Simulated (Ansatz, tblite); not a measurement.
# The cluster Al₂Ga₂As₄: a ladder of methods and basis sets

Aim: run the singlet of the cluster Al₂Ga₂As₄ at one geometry on many levels, and compare frontier levels, spin and run time.

The runs use Ansatz 0.2.0, Gaussian basis; as each input shows.

Plan: GFN1-xTB, GFN2-xTB, PBE-D4/def2-TZVP, r2SCAN-D4/def2-TZVP, LDA/def2-TZVP, PBE-QIDH/def2-TZVP, PBE-D4/def2-SVP, PBE0-D4/def2-SVP, HF/STO-3G, MP2/def2-SVP, RPA/def2-SVP.

4 further runs of the same task are left out: 3 that didn't finish, 1 set aside as unsound or not needed. Runs told in other sessions of the task aren't counted.

### 1 The geometry

The geometry is that of the singlet, from an earlier relaxation (PBE-D4/def2-SVP). At that level it is the lowest of the isomers that a small search found.

8 atoms, charge 0, spin multiplicity 1.

Bond lengths: Al1–As5 2.332 Å, Al1–As7 2.386 Å, Al1–As8 2.773 Å, Al2–Ga4 2.811 Å, Al2–As6 2.321 Å, Al2–As7 2.383 Å, Ga3–As5 2.656 Å, Ga3–As6 2.730 Å, Ga4–As8 2.812 Å, As5–As8 2.604 Å, As6–As8 2.589 Å. Angles: As5–Al1–As7 160.5°, As5–Al1–As8 60.6°, As7–Al1–As8 107.1°, Ga4–Al2–As6 88.5°, Ga4–Al2–As7 68.5°, As6–Al2–As7 154.2°, As5–Ga3–As6 104.6°, Al2–Ga4–As8 64.9°, Al1–As5–Ga3 102.5°, Al1–As5–As8 68.1°, Ga3–As5–As8 67.6°, Al2–As6–Ga3 93.2°, Al2–As6–As8 75.6°, Ga3–As6–As8 66.7°, Al1–As7–Al2 70.5°, Al1–As8–Ga4 74.7°, Al1–As8–As5 51.3°, Al1–As8–As6 101.2° and more.

Geometry (Å):

```
Al    1.02157   -1.44034   -0.36953
Al    0.36597    1.11598   -1.14460
Ga   -2.77912   -0.59113   -0.28859
Ga    1.85083    1.43271    1.22113
As   -0.95844   -2.39534    0.40744
As   -1.51848    1.81028    0.01909
As    2.53009    0.13632   -1.33359
As   -0.51240   -0.06848    1.48865
```

PBE0-D4/def2-TZVP was run before; its log isn't repeated, and its numbers join the tables.

### 2 GFN1-xTB

Tight binding, by tblite at 300 K electronic temperature and without a spin-polarisation term:

```python
tblite.interface.Calculator('GFN1-xTB', numbers, positions, charge=0, uhf=0).singlepoint()
```

Energy -399.9046 eV, HOMO -8.40 eV, LUMO -6.59 eV; 0.068 s.

### 3 GFN2-xTB

Tight binding, by tblite at 300 K electronic temperature and without a spin-polarisation term:

```python
tblite.interface.Calculator('GFN2-xTB', numbers, positions, charge=0, uhf=0).singlepoint()
```

Energy -379.5991 eV, HOMO -7.56 eV, LUMO -6.10 eV; 0.11 s.

### 4 PBE-D4/def2-TZVP

start.molden holds the orbitals of an earlier run on this state, given as this run's starting guess.

in.yaml reads:

```yaml
crystal:
  periodic: [false, false, false]
  atoms:
    - {symbol: Al, position_ang: [1.021567, -1.440340, -0.369533]}
    - {symbol: Al, position_ang: [0.365969, 1.115981, -1.144595]}
    - {symbol: Ga, position_ang: [-2.779122, -0.591127, -0.288586]}
    - {symbol: Ga, position_ang: [1.850826, 1.432706, 1.221127]}
    - {symbol: As, position_ang: [-0.958442, -2.395338, 0.407438]}
    - {symbol: As, position_ang: [-1.518484, 1.810277, 0.019088]}
    - {symbol: As, position_ang: [2.530091, 0.136319, -1.333586]}
    - {symbol: As, position_ang: [-0.512395, -0.068478, 1.488648]}
basis:
  gaussian: {orbitals: def2-TZVP, initial_orbitals: start.molden}
hamiltonian: {xc: pbe, dispersion: d4}
scf: {omitted_lower_state_checks: [starts]}
output: {orbitals: {seedname: orbitals}}
```

Launch:

```sh
> ansatz run in.yaml --threads 4 --pin off --events-out ev --progress --plain --max-ram 6963MiB
```

Output:

```text
Functional definition: PBE
  name "PBE"
  cite "Perdew, Burke & Ernzerhof, Phys. Rev. Lett. 77, 3865 (1996) doi:10.1103/PhysRevLett.77.3865"
  parent pbe
  parameter kappa = 0.804
  parameter beta = 0.06672455060314922
  exchange = pbe_x(kappa = kappa, mu = beta*pi^2/3)
  correlation = pbe_c(beta = beta)
these checks for a lower state are left out or cut short: starts
2746 factors; their error is unknown
mean field evaluation 1: about -361261.7716 eV, gradient 2.1e1 eV
mean field evaluation 2: about -361262.0943 eV, gradient 4.4e-1 eV
mean field evaluation 4: about -361262.0561 eV, gradient 1.3e-1 eV
mean field -361262.05611927 eV, -13276.1356901665 hartree, gradient 2.6e-5 eV, S^2 0.000000; 0 other end points of the search recorded, 0 dependent functions left out
reference -361262.05616075 eV, -13276.1356916911 hartree; 110, 110 occupied and 252, 252 virtual orbitals, 2746 factors
Total energy: -361262.82545491 eV, -13276.1639627300 hartree
Checks for a lower state left out: starts
```

It took 18 s on 4 threads of Intel Xeon at 2.50GHz, shared host; peak memory 1.2 GiB.

From the report: HOMO -4.89 eV, LUMO -3.22 eV.

### 5 r2SCAN-D4/def2-TZVP

in.yaml, as its differences from that of step 4:

```diff
@@ -13,3 +13,3 @@
   gaussian: {orbitals: def2-TZVP, initial_orbitals: start.molden}
-hamiltonian: {xc: pbe, dispersion: d4}
+hamiltonian: {xc: r2scan, dispersion: d4}
 scf: {omitted_lower_state_checks: [starts]}
```

Same command.

Output:

```text
Functional definition: r2SCAN
  name "r2SCAN"
  cite "Furness, Kaplan, Ning, Perdew & Sun, J. Phys. Chem. Lett. 11, 8208 (2020) doi:10.1021/acs.jpclett.0c02405"
  cite "Furness, Kaplan, Ning, Perdew & Sun, J. Phys. Chem. Lett. 11, 9248 (2020) doi:10.1021/acs.jpclett.0c03077"
  parent r2scan
  parameter k0 = 0.174
  parameter k1 = 0.065
  parameter a1 = 4.9479
  exchange = r2scan_x(k0 = k0, k1 = k1, a1 = a1)
  correlation = r2scan_c
these checks for a lower state are left out or cut short: starts
2746 factors; their error is unknown
mean field evaluation 1: about -361317.9298 eV, gradient 1.5e1 eV
mean field evaluation 2: about -361318.0874 eV, gradient 2.5e-1 eV
mean field evaluation 4: about -361318.0424 eV, gradient 7.7e-4 eV
mean field -361318.04238284 eV, -13278.1931474038 hartree, gradient 2.1e-5 eV, S^2 0.000000; 0 other end points of the search recorded, 0 dependent functions left out
reference -361318.04239474 eV, -13278.1931478412 hartree; 110, 110 occupied and 252, 252 virtual orbitals, 2746 factors
Total energy: -361318.19609267 eV, -13278.1987961360 hartree
Checks for a lower state left out: starts
```

Run time: 36 s. Hardware: 4 threads of Intel Xeon at 2.50GHz, shared host; peak memory 1.2 GiB.

From the report: HOMO -5.09 eV, LUMO -3.20 eV.

### 6 LDA/def2-TZVP

in.yaml, as its differences from that of step 5:

```diff
@@ -13,4 +13,4 @@
   gaussian: {orbitals: def2-TZVP, initial_orbitals: start.molden}
-hamiltonian: {xc: r2scan, dispersion: d4}
+hamiltonian: {xc: lda}
 scf: {omitted_lower_state_checks: [starts]}
-output: {orbitals: {seedname: orbitals}}
+output: {forces: true, orbitals: {seedname: orbitals}}
```

The command is unchanged.

Output, cut to the lines that bear on the results:

```text
Functional definition: SPW92
  name "SPW92"
  cite "Dirac, Proc. Camb. Phil. Soc. 26, 376 (1930) doi:10.1017/S0305004100016108"
  cite "Slater, Phys. Rev. 81, 385 (1951) doi:10.1103/PhysRev.81.385"
  cite "Perdew & Wang, Phys. Rev. B 45, 13244 (1992) doi:10.1103/PhysRevB.45.13244"
[...]
2746 factors; their error is unknown
[...]
mean field -360743.82097417 eV, -13257.0908998565 hartree, gradient 1.1e-5 eV, S^2 0.000000; 0 other end points of the search recorded, 0 dependent functions left out
[...]
reference -360743.82101346 eV, -13257.0909013006 hartree; 110, 110 occupied and 252, 252 virtual orbitals, 2746 factors
Total energy: -360743.82101346 eV, -13257.0909013006 hartree
Atom 0 at     1.021567    -1.440340    -0.369533 Å, force    -0.142930     0.186843     0.083963 eV/Å
Atom 1 at     0.365969     1.115981    -1.144595 Å, force     0.049017    -0.081912     0.311485 eV/Å
Atom 2 at    -2.779122    -0.591127    -0.288586 Å, force     0.399599     0.067872     0.188244 eV/Å
Atom 3 at     1.850826     1.432706     1.221127 Å, force    -0.239065    -0.208705    -0.247518 eV/Å
Atom 4 at    -0.958442    -2.395338     0.407438 Å, force     0.150925     0.580375    -0.063484 eV/Å
Atom 5 at    -1.518484     1.810277     0.019088 Å, force     0.318987    -0.532561    -0.009462 eV/Å
Atom 6 at     2.530091     0.136319    -1.333586 Å, force    -0.493647    -0.003649     0.270480 eV/Å
Atom 7 at    -0.512395    -0.068478     1.488648 Å, force    -0.042885    -0.008263    -0.533709 eV/Å
Dipole moment:     0.102960     0.082022    -0.177962 e Å
Checks for a lower state left out: starts
```

Run time: 16 s. Hardware: 4 threads of Intel Xeon at 2.50GHz, shared host; peak memory 1.2 GiB.

Report: HOMO -5.08 eV, LUMO -3.43 eV.

### 7 PBE-QIDH/def2-TZVP

in.yaml, as its differences from that of step 6:

```diff
@@ -13,4 +13,3 @@
   gaussian: {orbitals: def2-TZVP, initial_orbitals: start.molden}
-hamiltonian: {xc: lda}
+hamiltonian: {xc: {name: PBE-QIDH}}
 scf: {omitted_lower_state_checks: [starts]}
-output: {forces: true, orbitals: {seedname: orbitals}}
```

Launched as before.

Output, cut to the lines that bear on the results:

```text
Functional definition: PBE-QIDH
  name "PBE-QIDH"
  cite "Brémond, Sancho-García, Pérez-Jiménez & Adamo, J. Chem. Phys. 141, 031101 (2014) doi:10.1063/1.4890314"
  cite "Perdew, Burke & Ernzerhof, Phys. Rev. Lett. 77, 3865 (1996) doi:10.1103/PhysRevLett.77.3865"
[...]
2413 factors; integrals over basis functions are off by at most 8.2e-4 eV
[...]
mean field -361195.79100671 eV, -13273.7004921960 hartree, gradient 7.1e-6 eV, S^2 0.000000; 0 other end points of the search recorded, 0 dependent functions left out
64 core orbitals not correlated: weight in the atoms' cores, before any rotation towards them, 1.000 or more for the frozen orbitals, at most 0.000 for the correlated occupied ones
reference -361195.79101940 eV, -13273.7004926624 hartree; 46, 46 occupied and 252, 252 virtual orbitals, 2413 factors
second order -51.46860437 eV of doubles, -0.00000000 eV of singles
Total energy: -361212.94722086 eV, -13274.3309714371 hartree
Checks for a lower state left out: starts
```

Run time: 82 s. Hardware: 4 threads of Intel Xeon at 2.50GHz, shared host; peak memory 2.3 GiB.

### 8 PBE-D4/def2-SVP

in.yaml, as its differences from that of step 7:

```diff
@@ -12,4 +12,5 @@
 basis:
-  gaussian: {orbitals: def2-TZVP, initial_orbitals: start.molden}
-hamiltonian: {xc: {name: PBE-QIDH}}
+  gaussian: {orbitals: def2-SVP, initial_orbitals: start.molden}
+hamiltonian: {xc: pbe, dispersion: d4}
 scf: {omitted_lower_state_checks: [starts]}
+output: {orbitals: {seedname: orbitals}}
```

Same command.

Output:

```text
Functional definition: PBE
  name "PBE"
  cite "Perdew, Burke & Ernzerhof, Phys. Rev. Lett. 77, 3865 (1996) doi:10.1103/PhysRevLett.77.3865"
  parent pbe
  parameter kappa = 0.804
  parameter beta = 0.06672455060314922
  exchange = pbe_x(kappa = kappa, mu = beta*pi^2/3)
  correlation = pbe_c(beta = beta)
these checks for a lower state are left out or cut short: starts
2548 factors; their error is unknown
mean field evaluation 1: about -361213.6590 eV, gradient 1.6e1 eV
mean field evaluation 2: about -361214.0429 eV, gradient 4.3e-1 eV
mean field evaluation 4: about -361213.8403 eV, gradient 6.5e-2 eV
mean field -361213.84032772 eV, -13274.3637925090 hartree, gradient 2.8e-5 eV, S^2 0.000000; 0 other end points of the search recorded, 0 dependent functions left out
reference -361213.84036748 eV, -13274.3637939702 hartree; 110, 110 occupied and 118, 118 virtual orbitals, 2548 factors
Total energy: -361214.60966164 eV, -13274.3920650092 hartree
Checks for a lower state left out: starts
```

It took 9.1 s on 4 threads of Intel Xeon at 2.50GHz, shared host; peak memory 0.57 GiB.

HOMO -4.92 eV, LUMO -3.26 eV.

### 9 PBE0-D4/def2-SVP

in.yaml, as its differences from that of step 8:

```diff
@@ -13,3 +13,3 @@
   gaussian: {orbitals: def2-SVP, initial_orbitals: start.molden}
-hamiltonian: {xc: pbe, dispersion: d4}
+hamiltonian: {xc: pbe0, dispersion: d4}
 scf: {omitted_lower_state_checks: [starts]}
```

The command is unchanged.

Output:

```text
Functional definition: PBE0
  name "PBE0"
  cite "Adamo & Barone, J. Chem. Phys. 110, 6158 (1999) doi:10.1063/1.478522"
  cite "Perdew, Burke & Ernzerhof, Phys. Rev. Lett. 77, 3865 (1996) doi:10.1103/PhysRevLett.77.3865"
  parent pbe
  parameter a = 0.25
  parameter kappa = 0.804
  parameter beta = 0.06672455060314922
  exchange = (1 - a)*pbe_x(kappa = kappa, mu = beta*pi^2/3) + a*exact_x
  correlation = pbe_c(beta = beta)
these checks for a lower state are left out or cut short: starts
2218 factors; integrals over basis functions are off by at most 5.2e-4 eV
mean field evaluation 1: about -361223.3433 eV, gradient 7.7e0 eV
mean field evaluation 2: about -361223.4286 eV, gradient 9.1e-2 eV
mean field evaluation 4: about -361223.4748 eV, gradient 2.2e-4 eV
mean field -361223.47482405 eV, -13274.7178537186 hartree, gradient 2.1e-5 eV, S^2 0.000000; 0 other end points of the search recorded, 0 dependent functions left out
reference -361223.47485381 eV, -13274.7178548123 hartree; 110, 110 occupied and 118, 118 virtual orbitals, 2218 factors
Total energy: -361224.14888648 eV, -13274.7426250559 hartree
Checks for a lower state left out: starts
```

It took 26 s on 4 threads of Intel Xeon at 2.50GHz, shared host; peak memory 1.1 GiB.

Report: HOMO -5.62 eV, LUMO -2.71 eV.

### 10 HF/STO-3G

in.yaml, as its differences from that of step 9:

```diff
@@ -12,4 +12,4 @@
 basis:
-  gaussian: {orbitals: def2-SVP, initial_orbitals: start.molden}
-hamiltonian: {xc: pbe0, dispersion: d4}
+  gaussian: {orbitals: STO-3G}
+hamiltonian: {xc: hf}
 scf: {omitted_lower_state_checks: [starts]}
```

Same command.

Output:

```text
Functional definition: HF
  name "HF"
  cite "Fock, Z. Phys. 61, 126 (1930) doi:10.1007/BF01340294"
  parent pbe
  exchange = exact_x
  correlation = 0
these checks for a lower state are left out or cut short: starts
1265 factors; integrals over basis functions are off by at most 1.3e-4 eV
mean field evaluation 1: about -356923.8008 eV, gradient 3.2e1 eV
mean field evaluation 2: about -356923.8587 eV, gradient 3.2e1 eV
mean field evaluation 4: about -356929.2259 eV, gradient 3.8e0 eV
mean field evaluation 8: about -356929.8502 eV, gradient 1.5e0 eV
mean field evaluation 16: about -356930.4818 eV, gradient 1.8e0 eV
mean field evaluation 32: about -356930.5432 eV, gradient 7.5e-4 eV
mean field -356930.54283483 eV, -13116.9555129687 hartree, gradient 8.7e-6 eV, S^2 0.000000; 0 other end points of the search recorded, 0 dependent functions left out
reference -356930.54283483 eV, -13116.9555129687 hartree; 110, 110 occupied and 16, 16 virtual orbitals, 1265 factors
Total energy: -356930.54283483 eV, -13116.9555129687 hartree
Checks for a lower state left out: starts
```

Wall time 39 s (4 threads of Intel Xeon at 2.50GHz, shared host); peak memory 1 GiB.

Report: HOMO -3.46 eV, LUMO 3.78 eV.

### 11 MP2/def2-SVP

in.yaml, as its differences from that of step 10:

```diff
@@ -12,4 +12,4 @@
 basis:
-  gaussian: {orbitals: STO-3G}
-hamiltonian: {xc: hf}
+  gaussian: {orbitals: def2-SVP, initial_orbitals: start.molden}
+correlation: {method: mp2}
 scf: {omitted_lower_state_checks: [starts]}
```

Launched as before.

Output:

```text
Functional definition: HF
  name "HF"
  cite "Fock, Z. Phys. 61, 126 (1930) doi:10.1007/BF01340294"
  parent pbe
  exchange = exact_x
  correlation = 0
these checks for a lower state are left out or cut short: starts
2218 factors; integrals over basis functions are off by at most 5.2e-4 eV
mean field evaluation 1: about -360970.3324 eV, gradient 2.9e1 eV
mean field evaluation 2: about -360972.0424 eV, gradient 1.7e0 eV
mean field evaluation 4: about -360972.2795 eV, gradient 8.2e-1 eV
mean field evaluation 8: about -360972.2823 eV, gradient 1.0e-4 eV
mean field -360972.28234312 eV, -13265.4867003089 hartree, gradient 2.4e-6 eV, S^2 0.000000; 0 other end points of the search recorded, 0 dependent functions left out
64 core orbitals not correlated: weight in the atoms' cores, before any rotation towards them, 1.000 or more for the frozen orbitals, at most 0.000 for the correlated occupied ones
reference -360972.28234312 eV, -13265.4867003089 hartree; 46, 46 occupied and 118, 118 virtual orbitals, 2218 factors
second order -40.20731090 eV of doubles, -0.00000000 eV of singles
Total energy: -361012.48965403 eV, -13266.9642917312 hartree
Checks for a lower state left out: starts
```

Run time: 30 s. Hardware: 4 threads of Intel Xeon at 2.50GHz, shared host; peak memory 1.1 GiB.

From the report: Hartree-Fock HOMO -6.81 eV, LUMO -0.19 eV.

### 12 RPA/def2-SVP

in.yaml, as its differences from that of step 11:

```diff
@@ -13,4 +13,4 @@
   gaussian: {orbitals: def2-SVP, initial_orbitals: start.molden}
-correlation: {method: mp2}
+hamiltonian: {xc: pbe}
+correlation: {method: rpa}
 scf: {omitted_lower_state_checks: [starts]}
-output: {orbitals: {seedname: orbitals}}
```

Same command.

Output, cut to the lines that bear on the results:

```text
Functional definition: PBE
  name "PBE"
  cite "Perdew, Burke & Ernzerhof, Phys. Rev. Lett. 77, 3865 (1996) doi:10.1103/PhysRevLett.77.3865"
  parent pbe
[...]
2218 factors; integrals over basis functions are off by at most 5.2e-4 eV
[...]
mean field -361213.84028933 eV, -13274.3637910981 hartree, gradient 2.7e-6 eV, S^2 0.000000; 0 other end points of the search recorded, 0 dependent functions left out
64 core orbitals not correlated: weight in the atoms' cores, before any rotation towards them, 1.000 or more for the frozen orbitals, at most 0.000 for the correlated occupied ones
reference -360968.85183917 eV, -13265.3606316138 hartree; 46, 46 occupied and 118, 118 virtual orbitals, 2218 factors
Total energy: -361025.64787800 eV, -13267.4478475433 hartree
Checks for a lower state left out: starts
```

Wall time 25 s (4 threads of Intel Xeon at 2.50GHz, shared host); peak memory 0.76 GiB.

### 13 Comparison

| level | functions | HOMO (eV) | LUMO (eV) | gap (eV) | time |
| --- | --- | --- | --- | --- | --- |
| HF/STO-3G | 126 | -3.46 | 3.78 | 7.23 | 39 s |
| LDA/def2-TZVP | 362 | -5.08 | -3.43 | 1.64 | 16 s |
| PBE-D4/def2-SVP | 228 | -4.92 | -3.26 | 1.66 | 9.1 s |
| PBE-D4/def2-TZVP | 362 | -4.89 | -3.22 | 1.67 | 18 s |
| r2SCAN-D4/def2-TZVP | 362 | -5.09 | -3.20 | 1.89 | 36 s |
| PBE0-D4/def2-SVP | 228 | -5.62 | -2.71 | 2.91 | 26 s |
| PBE0-D4/def2-TZVP | 362 | -5.58 | -2.64 | 2.94 | 74 s |

The pieces so far (eV):

| basis | HF | MP2 correlation | total |
| --- | --- | --- | --- |
| def2-SVP | -360972.2823 | -40.2073 | -361012.4897 (MP2) |

### 14 Binding energy

Free atoms were run apart at each level; binding is atoms less cluster, divided by the number of atoms, without zero-point or spin-orbit terms.

| level | binding an atom (eV) |
| --- | --- |
| HF/def2-SVP | 0.993 |
| LDA/def2-TZVP | 3.184 |
| PBE-D4/def2-SVP | 2.699 |
| PBE-D4/def2-TZVP | 2.713 |
| r2SCAN-D4/def2-TZVP | 2.588 |
| PBE0-D4/def2-SVP | 2.536 |
| PBE0-D4/def2-TZVP | 2.562 |
| PBE-QIDH/def2-TZVP | 2.504 |
| RPA/def2-SVP | 2.025 |
| MP2/def2-SVP | 2.227 |

### 15 Summary of results

| quantity | value |
| --- | --- |
| gap in def2-TZVP, named functionals, smallest and largest | 1.64 eV (LDA), 2.94 eV (PBE0-D4) |
| correlation energy, MP2/def2-SVP | -40.21 eV |
| binding an atom, functionals in def2-TZVP | 2.50 (PBE-QIDH) to 3.18 eV (LDA) |
| PBE0 total energy, smallest basis above largest | 48.13 eV (def2-SVP, def2-TZVP) |

Orbital gaps of the named functionals in def2-TZVP span 1.64 eV (LDA) to 2.94 eV (PBE0-D4); exact exchange widens it.

The slowest run with a step of its own, PBE-QIDH/def2-TZVP, took 82 s; the quickest functional in def2-TZVP took 16 s (shared host).
